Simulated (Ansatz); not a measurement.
# GeP+ (triplet): from Hartree-Fock to the top rungs, cc-pVTZ

Aim: climb from Hartree-Fock through coupled cluster and multireference methods for GeP+ (triplet) at one geometry and basis, and see what each rung misses.

The runs use Ansatz 0.2.0, Gaussian basis; cc-pVTZ, core rule «outside noble gas», up to 19 orbitals frozen.

To be run: UHF; CCSD(T) on ROHF; CCSD(T) on UHF; BCCD(T) on ROHF; CISD as a restricted active space (open shells left free, so some higher excitations enter); CCSDT(Q) on ROHF; CCSDT(Q) on UHF; CASSCF and MRCISD+Q, 8 electrons in 8 orbitals; CASSCF and NEVPT2, 8 electrons in 8 orbitals.

16 further runs of the same task are left out: 5 that didn't finish, 11 set aside as unsound or not needed. Runs told in other sessions of the task aren't counted.

### Step 1. What is computed

The geometry is a PBE0/def2-TZVP stationary point (not a proven minimum) of the parent state, kept for this charge and spin. No spin-orbit coupling is included. The filled d shell of Ge may be among the frozen orbitals whatever the setting's name suggests.

2 atoms, charge 1, spin multiplicity 3.

Atoms are counted from 1 here; the program's logs count them from 0.

Bond lengths: Ge1–P2 2.428 Å.

Coordinates:

```
Ge    0.0000    0.0000    0.0000
P     0.0000    0.0000    2.4277
```

In the tables R marks a restricted open-shell determinant and U an unrestricted one; 'valence' is the active space of 8 electrons in 8 orbitals; energies count from the table's Hartree-Fock row.

### Step 2. UHF

in.yaml

```yaml
crystal:
  periodic: [false, false, false]
  atoms:
    - {symbol: Ge, position_ang: [0.000000, 0.000000, 0.000000]}
    - {symbol: P, position_ang: [0.000000, 0.000000, 2.427700]}
basis:
  gaussian: {orbitals: cc-pVTZ}
total_charge: 1
magnetization: {spin_polarized: true, initial_magnetization: 2}
hamiltonian: {xc: hf}
output: {orbitals: {seedname: orbitals}}
```

Started as:

```bash
> ansatz run in.yaml --threads 1 --pin off --events-out ev --progress --plain --max-ram 2393MiB
```

The log of the run:

```text
Functional definition: HF
  name "HF"
  cite "Fock, Z. Phys. 61, 126 (1930) doi:10.1007/BF01340294"
  parent pbe
  exchange = exact_x
  correlation = 0
484 factors; integrals over basis functions are off by at most 8.0e-4 eV
mean field evaluation 1: about -65734.9150 eV, gradient 1.5e1 eV
mean field evaluation 2: about -65734.9207 eV, gradient 1.5e1 eV
mean field evaluation 4: about -65737.2041 eV, gradient 2.2e0 eV
mean field evaluation 8: about -65737.2991 eV, gradient 7.7e-1 eV
mean field evaluation 16: about -65738.0308 eV, gradient 1.6e-4 eV
mean field evaluation 32: about -65738.5378 eV, gradient 1.5e-2 eV
mean field evaluation 64: about -65737.9721 eV, gradient 3.6e0 eV
mean field evaluation 96: about -65731.3393 eV, gradient 1.1e1 eV
mean field evaluation 128: about -65737.0284 eV, gradient 3.1e-1 eV
mean field evaluation 160: about -65737.2656 eV, gradient 1.9e-1 eV
mean field evaluation 192: about -65737.2001 eV, gradient 2.2e0 eV
mean field evaluation 224: about -65727.6652 eV, gradient 6.8e0 eV
mean field -65738.53782873 eV, -2415.8467060244 hartree, gradient 4.2e-6 eV, S^2 2.021471; 5 other end points of the search recorded, 0 dependent functions left out
reference -65738.53782873 eV, -2415.8467060244 hartree; 24, 22 occupied and 53, 55 virtual orbitals, 484 factors
Total energy: -65738.53782873 eV, -2415.8467060244 hartree
```

It took 8.5 s on 1 thread of AMD EPYC 7R43, shared host.

From the report: ⟨S²⟩ of the determinant 2.021 (pure triplet: 2.00).

### Step 3. CCSD(T) on ROHF

in.yaml

```yaml
crystal:
  periodic: [false, false, false]
  atoms:
    - {symbol: Ge, position_ang: [0.000000, 0.000000, 0.000000]}
    - {symbol: P, position_ang: [0.000000, 0.000000, 2.427700]}
basis:
  gaussian: {orbitals: cc-pVTZ}
total_charge: 1
magnetization: {spin_polarized: false, initial_magnetization: 2}
correlation: {method: ccsd_t, electrons: outside_noble_gas}
```

Same command.

The log of the run, shortened:

```text
Functional definition: HF
  name "HF"
  cite "Fock, Z. Phys. 61, 126 (1930) doi:10.1007/BF01340294"
  parent pbe
[...]
484 factors; integrals over basis functions are off by at most 8.0e-4 eV
[...]
mean field -65738.38496944 eV, -2415.8410885490 hartree, gradient 3.0e-6 eV, S^2 2.000000; 14 other end points of the search recorded, 0 dependent functions left out
[...]
determinant -65738.38496944 eV, -2415.8410885490 hartree, with singles and doubles -65743.72384923 eV, -2416.0372887626 hartree
determinant -65737.06793311 eV, -2415.7926883566 hartree, with singles and doubles -65742.92816982 eV, -2416.0080480835 hartree
determinant -65735.80231624 eV, -2415.7461777946 hartree, with singles and doubles -65740.97731741 eV, -2415.9363555800 hartree
determinant -65734.98097178 eV, -2415.7159939427 hartree, with singles and doubles -65740.38479504 eV, -2415.9145807843 hartree
determinant -65734.91850918 eV, -2415.7136984844 hartree, with singles and doubles -65740.57857334 eV, -2415.9217020056 hartree
determinant -65730.43063582 eV, -2415.5487721803 hartree, with singles and doubles -65737.50697190 eV, -2415.8088227346 hartree
19 core orbitals not correlated: weight in the atoms' cores, before any rotation towards them, 1.000 or more for the frozen orbitals, at most 0.000 for the correlated occupied ones
reference -65738.38496944 eV, -2415.8410885490 hartree; 5, 3 occupied and 53, 55 virtual orbitals, 484 factors
second order -4.33215850 eV of doubles, -0.08295188 eV of singles
cycle   1  -5.26093140 eV  change   -2.4e-1 eV  update   1.8e-2
[...]
cycle   9  -5.27102182 eV  change    6.6e-6 eV  update   5.1e-6
perturbative correction -0.27390657 eV, -0.0100658806 hartree
Total energy: -65743.92989782 eV, -2416.0448609088 hartree
```

Wall time 22 s (1 thread of AMD EPYC 7R43, shared host).

From the report: correlation -5.5449 eV; T1 0.033; largest double amplitude 0.08.

### Step 4. CCSD(T) on UHF

in.yaml: that of step 3 with these lines changed.

```diff
@@ -8,3 +8,3 @@
 total_charge: 1
-magnetization: {spin_polarized: false, initial_magnetization: 2}
+magnetization: {spin_polarized: true, initial_magnetization: 2}
 correlation: {method: ccsd_t, electrons: outside_noble_gas}
```

Same command.

The log of the run, shortened:

```text
Functional definition: HF
  name "HF"
  cite "Fock, Z. Phys. 61, 126 (1930) doi:10.1007/BF01340294"
  parent pbe
[...]
484 factors; integrals over basis functions are off by at most 8.0e-4 eV
[...]
mean field -65738.53782873 eV, -2415.8467060244 hartree, gradient 1.2e-6 eV, S^2 2.021471; 21 other end points of the search recorded, 0 dependent functions left out
determinant -65738.53782873 eV, -2415.8467060244 hartree, with singles and doubles -65743.72345251 eV, -2416.0372741835 hartree
determinant -65738.03079929 eV, -2415.8280730363 hartree, with singles and doubles -65742.90246646 eV, -2416.0071035026 hartree
determinant -65737.63591391 eV, -2415.8135612662 hartree, with singles and doubles -65742.74964022 eV, -2416.0014872420 hartree
determinant -65737.26861349 eV, -2415.8000632249 hartree, with singles and doubles -65742.92747688 eV, -2416.0080226185 hartree
[...]
determinant -65736.06595265 eV, -2415.7558662541 hartree, with singles and doubles -65740.98146933 eV, -2415.9365081603 hartree
determinant -65735.26610012 eV, -2415.7264722157 hartree, with singles and doubles -65740.40227315 eV, -2415.9152230932 hartree
determinant -65735.08600130 eV, -2415.7198537063 hartree, with singles and doubles -65740.57752703 eV, -2415.9216635544 hartree
19 core orbitals not correlated: weight in the atoms' cores, before any rotation towards them, 1.000 or more for the frozen orbitals, at most 0.000 for the correlated occupied ones
reference -65738.53782873 eV, -2415.8467060244 hartree; 5, 3 occupied and 53, 55 virtual orbitals, 484 factors
second order -4.21249621 eV of doubles, -0.00000000 eV of singles
cycle   1  -5.11536672 eV  change   -2.3e-1 eV  update   1.8e-2
[...]
cycle   9  -5.12606393 eV  change    6.1e-6 eV  update   5.5e-6
perturbative correction -0.26579159 eV, -0.0097676607 hartree
Total energy: -65743.92968425 eV, -2416.0448530600 hartree
```

It took 51 s on 1 thread of AMD EPYC 7R43, shared host.

From the report: ⟨S²⟩ of the determinant 2.021 (pure triplet: 2.00); correlation -5.3919 eV; T1 0.034; largest double amplitude 0.08.

### Step 5. BCCD(T) on ROHF

in.yaml: that of step 4 with these lines changed.

```diff
@@ -8,3 +8,3 @@
 total_charge: 1
-magnetization: {spin_polarized: true, initial_magnetization: 2}
-correlation: {method: ccsd_t, electrons: outside_noble_gas}
+magnetization: {spin_polarized: false, initial_magnetization: 2}
+correlation: {method: bccd_t, electrons: outside_noble_gas}
```

Same command.

The log of the run, shortened:

```text
Functional definition: HF
  name "HF"
  cite "Fock, Z. Phys. 61, 126 (1930) doi:10.1007/BF01340294"
  parent pbe
[...]
484 factors; integrals over basis functions are off by at most 8.0e-4 eV
[...]
mean field -65738.38496944 eV, -2415.8410885490 hartree, gradient 3.0e-6 eV, S^2 2.000000; 14 other end points of the search recorded, 0 dependent functions left out
[...]
determinant -65738.38496944 eV, -2415.8410885490 hartree, with singles and doubles -65743.72384923 eV, -2416.0372887626 hartree
determinant -65737.06793311 eV, -2415.7926883566 hartree, with singles and doubles -65742.92816982 eV, -2416.0080480835 hartree
determinant -65735.80231624 eV, -2415.7461777946 hartree, with singles and doubles -65740.97731741 eV, -2415.9363555800 hartree
determinant -65734.98097178 eV, -2415.7159939427 hartree, with singles and doubles -65740.38479504 eV, -2415.9145807843 hartree
determinant -65734.91850918 eV, -2415.7136984844 hartree, with singles and doubles -65740.57857334 eV, -2415.9217020056 hartree
determinant -65730.43063582 eV, -2415.5487721803 hartree, with singles and doubles -65737.50697190 eV, -2415.8088227346 hartree
19 core orbitals not correlated: weight in the atoms' cores, before any rotation towards them, 1.000 or more for the frozen orbitals, at most 0.000 for the correlated occupied ones
reference -65738.38496944 eV, -2415.8410885490 hartree; 5, 3 occupied and 53, 55 virtual orbitals, 484 factors
second order -4.33215850 eV of doubles, -0.08295188 eV of singles
cycle   1  -5.25527045 eV  change   -2.3e-1 eV  update   2.1e-2
[...]
cycle  10  -5.25978502 eV  change    3.9e-6 eV  update   7.1e-6
perturbative correction -0.28538983 eV, -0.0104878830 hartree
Total energy: -65743.93014429 eV, -2416.0448699662 hartree
```

Wall time 28 s (1 thread of AMD EPYC 7R43, shared host).

From the report: correlation -5.5452 eV; largest double amplitude 0.07.

### Step 6. CISD as a restricted active space (open shells left free, so some higher excitations enter)

in.yaml: that of step 5 with these lines changed.

```diff
@@ -9,2 +9,2 @@
 magnetization: {spin_polarized: false, initial_magnetization: 2}
-correlation: {method: bccd_t, electrons: outside_noble_gas}
+correlation: {active_space: {ras: {orbitals: [3, 2, 53], electrons: 8, max_holes: 2, max_particles: 2}, fixed_orbitals: true}}
```

Same command.

The log of the run, shortened:

```text
Functional definition: HF
  name "HF"
  cite "Fock, Z. Phys. 61, 126 (1930) doi:10.1007/BF01340294"
  parent pbe
[...]
484 factors; integrals over basis functions are off by at most 8.0e-4 eV
[...]
mean field -65738.38496944 eV, -2415.8410885490 hartree, gradient 3.0e-6 eV, S^2 2.000000; 11 other end points of the search recorded, 0 dependent functions left out
reference -65738.38496944 eV, -2415.8410885490 hartree; 24, 22 occupied and 53, 55 virtual orbitals, 484 factors
state -65743.31391268 eV, -2416.0222238722 hartree
Total energy: -65743.31391268 eV, -2416.0222238722 hartree
```

Wall time 12 s (1 thread of AMD EPYC 7R43, shared host).

From the report: 59,504 determinants.

### Step 7. CCSDT(Q) on ROHF

in.yaml: that of step 6 with these lines changed.

```diff
@@ -9,2 +9,2 @@
 magnetization: {spin_polarized: false, initial_magnetization: 2}
-correlation: {active_space: {ras: {orbitals: [3, 2, 53], electrons: 8, max_holes: 2, max_particles: 2}, fixed_orbitals: true}}
+correlation: {method: ccsdt_q, electrons: outside_noble_gas}
```

The command is unchanged.

The log of the run, shortened:

```text
Functional definition: HF
  name "HF"
  cite "Fock, Z. Phys. 61, 126 (1930) doi:10.1007/BF01340294"
  parent pbe
[...]
823 factors; integrals over basis functions are off by at most 1.6e-7 eV
[...]
mean field -65738.38497823 eV, -2415.8410888721 hartree, gradient 2.2e-6 eV, S^2 2.000000; 16 other end points of the search recorded, 0 dependent functions left out
[...]
determinant -65738.38497823 eV, -2415.8410888721 hartree, with singles and doubles -65743.72163940 eV, -2416.0372075528 hartree
determinant -65737.06794327 eV, -2415.7926887302 hartree, with singles and doubles -65742.92647943 eV, -2416.0079859630 hartree
determinant -65735.80232727 eV, -2415.7461782001 hartree, with singles and doubles -65740.97796259 eV, -2415.9363792899 hartree
determinant -65734.98098379 eV, -2415.7159943840 hartree, with singles and doubles -65740.38300864 eV, -2415.9145151355 hartree
determinant -65734.91851777 eV, -2415.7136987999 hartree, with singles and doubles -65740.57997758 eV, -2415.9217536104 hartree
determinant -65730.43065480 eV, -2415.5487728779 hartree, with singles and doubles -65737.51084694 eV, -2415.8089651398 hartree
19 core orbitals not correlated: weight in the atoms' cores, before any rotation towards them, 1.000 or more for the frozen orbitals, at most 0.000 for the correlated occupied ones
reference -65738.38497823 eV, -2415.8410888721 hartree; 5, 3 occupied and 53, 55 virtual orbitals, 823 factors
second order -4.33216940 eV of doubles, -0.08295174 eV of singles
cycle   1  -4.99256519 eV  change   -5.8e-1 eV  update   9.3e-2
[...]
cycle  20  -5.59521892 eV  change   -5.2e-7 eV  update   1.8e-7
perturbative correction -0.01824585 eV, -0.0006705227 hartree
Total energy: -65743.99844300 eV, -2416.0473798974 hartree
```

Run time: 88 s. Hardware: 1 thread of AMD EPYC 7R43, shared host; peak memory 0.64 GiB.

From the report: correlation -5.6135 eV; T1 0.037; largest double amplitude 0.09.

### Step 8. CCSDT(Q) on UHF

in.yaml: that of step 7 with these lines changed.

```diff
@@ -8,3 +8,3 @@
 total_charge: 1
-magnetization: {spin_polarized: false, initial_magnetization: 2}
+magnetization: {spin_polarized: true, initial_magnetization: 2}
 correlation: {method: ccsdt_q, electrons: outside_noble_gas}
```

The command is unchanged.

The log of the run, shortened:

```text
Functional definition: HF
  name "HF"
  cite "Fock, Z. Phys. 61, 126 (1930) doi:10.1007/BF01340294"
  parent pbe
[...]
823 factors; integrals over basis functions are off by at most 1.6e-7 eV
[...]
mean field -65738.53783728 eV, -2415.8467063386 hartree, gradient 8.8e-7 eV, S^2 2.021471; 21 other end points of the search recorded, 0 dependent functions left out
determinant -65738.53783728 eV, -2415.8467063386 hartree, with singles and doubles -65743.72346933 eV, -2416.0372748015 hartree
determinant -65738.03080805 eV, -2415.8280733580 hartree, with singles and doubles -65742.90248236 eV, -2416.0071040868 hartree
determinant -65737.63592729 eV, -2415.8135617578 hartree, with singles and doubles -65742.74965578 eV, -2416.0014878136 hartree
determinant -65737.26862425 eV, -2415.8000636202 hartree, with singles and doubles -65742.92749664 eV, -2416.0080233449 hartree
[...]
determinant -65736.06596423 eV, -2415.7558666795 hartree, with singles and doubles -65740.98149506 eV, -2415.9365091056 hartree
determinant -65735.26611258 eV, -2415.7264726735 hartree, with singles and doubles -65740.40229582 eV, -2415.9152239261 hartree
determinant -65735.08601014 eV, -2415.7198540309 hartree, with singles and doubles -65740.57755469 eV, -2415.9216645711 hartree
19 core orbitals not correlated: weight in the atoms' cores, before any rotation towards them, 1.000 or more for the frozen orbitals, at most 0.000 for the correlated occupied ones
reference -65738.53783728 eV, -2415.8467063386 hartree; 5, 3 occupied and 53, 55 virtual orbitals, 823 factors
second order -4.21250727 eV of doubles, -0.00000000 eV of singles
cycle   1  -4.81088707 eV  change   -6.0e-1 eV  update   9.6e-2
[...]
cycle  20  -5.44434594 eV  change   -6.3e-7 eV  update   2.3e-7
perturbative correction -0.01971150 eV, -0.0007243844 hartree
Total energy: -65744.00189472 eV, -2416.0475067460 hartree
```

Wall time 2 min (1 thread of AMD EPYC 7R43, shared host); peak memory 0.57 GiB.

From the report: ⟨S²⟩ of the determinant 2.021 (pure triplet: 2.00); correlation -5.4641 eV; T1 0.039; largest double amplitude 0.08.

### Step 9. CASSCF and MRCISD+Q, 8 electrons in 8 orbitals

in.yaml

```yaml
crystal:
  periodic: [false, false, false]
  atoms:
    - {symbol: Ge, position_ang: [0.000000, 0.000000, 0.000000]}
    - {symbol: P, position_ang: [0.000000, 0.000000, 2.427700]}
basis:
  gaussian: {orbitals: cc-pVTZ}
total_charge: 1
magnetization: {spin_polarized: false, initial_magnetization: 2}
correlation: {method: fic_mrcisd_q, electrons: outside_noble_gas, active_space: {window: {electrons: 8, orbitals: 8}, shells: [{species: Ge, l: s, shell: 4}, {species: Ge, l: p, shell: 4}, {species: P, l: s, shell: 3}, {species: P, l: p, shell: 3}]}}
```

Launched as before.

The log of the run, shortened:

```text
Functional definition: HF
  name "HF"
  cite "Fock, Z. Phys. 61, 126 (1930) doi:10.1007/BF01340294"
  parent pbe
[...]
823 factors; integrals over basis functions are off by at most 1.6e-7 eV
[...]
mean field -65738.38497823 eV, -2415.8410888721 hartree, gradient 2.2e-6 eV, S^2 2.000000; 13 other end points of the search recorded, 0 dependent functions left out
reference -65738.38497823 eV, -2415.8410888721 hartree; 24, 22 occupied and 53, 55 virtual orbitals, 823 factors
state -65739.92608259 eV, -2415.8977234127 hartree
contracted CI cycle   1: correlation 0.00000000 eV, 0.0000000000 hartree, residual 1.44e1 eV
contracted CI cycle   2: correlation -3.57907243 eV, -0.1315284860 hartree, residual 2.84e0 eV
contracted CI cycle   3: correlation -3.72070713 eV, -0.1367334652 hartree, residual 6.48e-1 eV
contracted CI cycle   4: correlation -3.72777717 eV, -0.1369932840 hartree, residual 1.59e-1 eV
contracted CI cycle   5: correlation -3.72819788 eV, -0.1370087451 hartree, residual 4.13e-2 eV
contracted CI cycle   6: correlation -3.72822653 eV, -0.1370097978 hartree, residual 1.11e-2 eV
contracted CI cycle   7: correlation -3.72822848 eV, -0.1370098694 hartree, residual 2.62e-3 eV
contracted CI cycle   8: correlation -3.72822858 eV, -0.1370098732 hartree, residual 6.07e-4 eV
state -65739.92608259 eV, -2415.8977234127 hartree; corrected -65743.96642225 eV, -2416.0462031569 hartree
Total energy: -65743.96642225 eV, -2416.0462031569 hartree
Checks for a lower state left out: starts, orbital_swaps
```

Run time: 14 s. Hardware: 1 thread of AMD EPYC 7R43, shared host; peak memory 0.28 GiB.

From the report: 1,184 determinants; active occupations 1.99, 1.96, 1.92, 0.99, 0.99, 0.05, 0.05, 0.05.

### Step 10. CASSCF and NEVPT2, 8 electrons in 8 orbitals

in.yaml

```yaml
crystal:
  periodic: [false, false, false]
  atoms:
    - {symbol: Ge, position_ang: [0.000000, 0.000000, 0.000000]}
    - {symbol: P, position_ang: [0.000000, 0.000000, 2.427700]}
basis:
  gaussian: {orbitals: cc-pVTZ}
total_charge: 1
magnetization: {spin_polarized: false, initial_magnetization: 2}
correlation: {method: sc_nevpt2, electrons: outside_noble_gas, active_space: {window: {electrons: 8, orbitals: 8}, shells: [{species: Ge, l: s, shell: 4}, {species: Ge, l: p, shell: 4}, {species: P, l: s, shell: 3}, {species: P, l: p, shell: 3}]}}
```

The command is unchanged.

The log of the run, shortened:

```text
Functional definition: HF
  name "HF"
  cite "Fock, Z. Phys. 61, 126 (1930) doi:10.1007/BF01340294"
  parent pbe
[...]
823 factors; integrals over basis functions are off by at most 1.6e-7 eV
[...]
mean field -65738.38497823 eV, -2415.8410888721 hartree, gradient 2.2e-6 eV, S^2 2.000000; 13 other end points of the search recorded, 0 dependent functions left out
reference -65738.38497823 eV, -2415.8410888721 hartree; 24, 22 occupied and 53, 55 virtual orbitals, 823 factors
state -65739.92608259 eV, -2415.8977234127 hartree
state -65739.92608259 eV, -2415.8977234127 hartree; corrected -65743.09140929 eV, -2416.0140470235 hartree
Total energy: -65743.09140929 eV, -2416.0140470235 hartree
Checks for a lower state left out: starts, orbital_swaps
```

Wall time 14 s (1 thread of AMD EPYC 7R43, shared host).

From the report: 1,184 determinants; active occupations 1.99, 1.96, 1.92, 0.99, 0.99, 0.05, 0.05, 0.05.

### Step 11. Natural occupations

Natural occupations of the CASSCF valence state about the gap (report; correlated orbitals 1 to 8): 1.987, 1.964, 1.918, 0.992, 0.992, 0.053, 0.047, 0.047. The count of effectively unpaired electrons, Σ n²(2 − n)², is 2.06; a single determinant of this spin has 2.

### Step 12. All levels against the top one

The yardstick is UCCSDT(Q), where the cluster series has nearly closed. Rows without a time are mean-field rows or come out of runs for another level: lower rungs of the coupled-cluster runs, CASSCF and MRCISD of the multireference runs, or the Hartree-Fock search.

Differences are taken before rounding.

```csv
method,energy from the lowest ROHF (kJ/mol),from UCCSDT(Q) (kJ/mol),time
ROHF,0.0,+542.0,
UHF,-14.7,+527.2,
RMP2,-426.0,+116.0,
UMP2,-421.2,+120.8,
CISD,-475.6,+66.4,12 s
RCCSD,-508.6,+33.4,
UCCSD,-509.3,+32.6,
RCCSD(T),-535.0,+6.9,22 s
UCCSD(T),-535.0,+7.0,51 s
BCCD(T),-535.0,+6.9,28 s
RCCSDT,-539.9,+2.1,
UCCSDT,-540.0,+1.9,
RCCSDT(Q),-541.6,+0.3,88 s
UCCSDT(Q),-542.0,0,2 min
CASSCF valence,-148.7,+393.3,
NEVPT2 valence,-454.1,+87.8,14 s
MRCISD valence,-508.4,+33.5,
MRCISD+Q valence,-538.5,+3.4,14 s
```

Among the levels timed on like hardware and quicker than the yardstick, those that no quicker one beats, quickest first: CISD (12 s, +66.4 kJ/mol); MRCISD+Q valence (14 s, +3.4 kJ/mol); RCCSDT(Q) (88 s, +0.3 kJ/mol).

### Step 13. Summary of results

| quantity | value |
| --- | --- |
| UCCSDT(Q) from the ROHF energy | -5.6169 eV |
| RMP2 from UCCSDT(Q) | +116.0 kJ/mol |
| UMP2 from UCCSDT(Q) | +120.8 kJ/mol |
| RCCSD from UCCSDT(Q) | +33.4 kJ/mol |
| RCCSD(T) from UCCSDT(Q) | +6.9 kJ/mol |
| UCCSD(T) from UCCSDT(Q) | +7.0 kJ/mol |
| RCCSDT(Q) from UCCSDT(Q) | +0.3 kJ/mol |
| NEVPT2 valence from UCCSDT(Q) | +87.8 kJ/mol |
| MRCISD+Q valence from UCCSDT(Q) | +3.4 kJ/mol |
| levels within 1 kcal/mol (43 meV) | RCCSDT, UCCSDT, RCCSDT(Q), MRCISD+Q valence |
| T1 diagnostic | 0.033 |
| effectively unpaired electrons | 2.06 |

In words: RCCSD(T) lands +6.9 kJ/mol from the yardstick (1.3 % of the correlation energy). One determinant dominates. Of the multireference levels listed MRCISD+Q valence comes nearest in total energy (+3.4 kJ/mol), which doesn't show that its space is the better one. These misses are within one basis, not against nature; the frozen cores of restricted and unrestricted runs differ, which can shift their rows.

With open shells the CI space here admits some higher excitations, so it is larger than plain CISD.

RCCSDT(Q) reaches 0.3 kJ/mol from the reference in 88 s, where UCCSDT(Q) took 2 min; the quickest level in the cost chart, CISD, takes 12 s and misses by 66.4 kJ/mol.
